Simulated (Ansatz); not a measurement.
# C₂H₃Cl₃Ge: basis-set convergence

An exercise on one series of results from a longer session: the logs are not shown, and one member is left open.

The runs use Ansatz 0.2.0, Gaussian basis; one geometry, several basis sets.

The runs, in order: PBE0-D4/def2-SVP; ωB97M-V/def2-SVP; PBE0-D4/def2-QZVPP; ωB97M-V/def2-QZVPP; the functionals' def2-TZVPP values are taken from earlier runs.

## The geometry

All runs share one geometry, relaxed beforehand with PBE0-D4 in a triple-zeta def2 set.

9 atoms, charge 0, spin multiplicity 1.

Atoms are counted from 1 here; the program's logs count them from 0.

Bond lengths: C1–C2 1.325 Å, C1–H7 1.086 Å, C1–H8 1.085 Å, C2–Ge3 1.918 Å, C2–H9 1.086 Å, Ge3–Cl4 2.134 Å, Ge3–Cl5 2.134 Å, Ge3–Cl6 2.134 Å. Angles: C2–C1–H7 121.2°, C2–C1–H8 122.1°, H7–C1–H8 116.7°, C1–C2–Ge3 122.1°, C1–C2–H9 121.5°, Ge3–C2–H9 116.4°, C2–Ge3–Cl4 111.5°, C2–Ge3–Cl5 110.8°, C2–Ge3–Cl6 111.5°, Cl4–Ge3–Cl5 108.0°, Cl4–Ge3–Cl6 106.8°, Cl5–Ge3–Cl6 108.0°.

Coordinates:

```xyz
9
C2H3Cl3Ge
C     1.2726   -1.0504   -0.0431
C     0.2253   -0.5529    0.5982
Ge   -0.8668    0.8315   -0.1559
Cl   -2.8948    0.2002   -0.3649
Cl   -0.1489    1.3981   -2.0843
Cl   -0.8862    2.5716    1.0797
H     1.8814   -1.8343    0.3974
H     1.5655   -0.6998   -1.0275
H    -0.0597   -0.9106    1.5833
```

Set-up of the first run:

in.yaml reads:

```yaml
crystal:
  periodic: [false, false, false]
  atoms:
    - {symbol: C, position_ang: [1.272648, -1.050415, -0.043073]}
    - {symbol: C, position_ang: [0.225319, -0.552924, 0.598241]}
    - {symbol: Ge, position_ang: [-0.866826, 0.831507, -0.155920]}
    - {symbol: Cl, position_ang: [-2.894820, 0.200242, -0.364923]}
    - {symbol: Cl, position_ang: [-0.148891, 1.398149, -2.084338]}
    - {symbol: Cl, position_ang: [-0.886178, 2.571556, 1.079691]}
    - {symbol: H, position_ang: [1.881437, -1.834253, 0.397397]}
    - {symbol: H, position_ang: [1.565463, -0.699808, -1.027496]}
    - {symbol: H, position_ang: [-0.059653, -0.910553, 1.583321]}
basis:
  gaussian: {orbitals: def2-SVP}
hamiltonian: {xc: pbe0, dispersion: d4}
output: {orbitals: {seedname: orbitals}}
```

The run is started by

```sh
> ansatz run in.yaml --threads 4 --pin off --events-out ev --progress --plain --max-ram 11315MiB
```

Among the steps run: PBE0-D4 in def2-SVP; ωB97M-V in def2-SVP; PBE0-D4 in def2-QZVPP; ωB97M-V in def2-QZVPP.

One of the session's tables, all rows but one given; the rest of the session is left out.

It belongs to the step «Density functionals: the series». 

| functional | basis | HOMO (eV) |
| --- | --- | --- |
| PBE0-D4 | def2-SVP | -8.81 |
| PBE0-D4 | def2-TZVPP | ? |
| PBE0-D4 | def2-QZVPP | -8.90 |
| ωB97M-V | def2-SVP | -11.03 |
| ωB97M-V | def2-TZVPP | -11.14 |
| ωB97M-V | def2-QZVPP | -11.16 |

**Question.** Estimate the row for PBE0-D4, def2-TZVPP.

As computed: HOMO (eV): -8.89. In the column «HOMO (eV)» it lies between PBE0-D4, def2-QZVPP (-8.90) and PBE0-D4, def2-SVP (-8.81).
